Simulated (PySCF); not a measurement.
Runs of PySCF 2.14.0 on N2VCl2H3. The cell holds a molecule in a box, 8 atoms: a = 12.000 Å, b = 13.000 Å, c = 13.000 Å, α = 90.00°, β = 90.00°, γ = 90.00°. 

| task | level | three-body dispersion term | conv_tol | exxdiv | grid for exchange and correlation | frozen core bands | gap on the mesh (eV) |
| --- | --- | --- | --- | --- | --- | --- | --- |
| atomic charges | M06+D4 | yes | 1e-07 Ha | ewald | Becke, atom-centred | - | 5.30 |
| atomic charges | RPBE+D3(BJ) | no | 1e-07 Ha | - | Becke, atom-centred | - | 3.15 |
| MP2 correlation energy | HF | - | 1e-08 Ha | ewald | - | 17 | (a) |
| atomic charges | BLYP+D3(BJM) | no | 1e-07 Ha | - | Becke, atom-centred | - | 3.09 |

Alike in all rows: potentials or basis 6-31g* (all-electron); no spin polarisation; cell as given; k mesh 1 × 1 × 1; smearing fixed.

**Question.** Estimate the missing entries.

**Answer.** (a) 12.41.

Caveats: this is a molecule in a periodic box at the Γ point, so its band gap is the HOMO-LUMO gap; the basis of atomic orbitals isn't converged, which shifts pressures, moduli and gaps; the basis is small and the box finite, so much correlation energy is missing and levels can be off by tenths of an eV (some runs).

Runs at the PBE level aren't shown here.
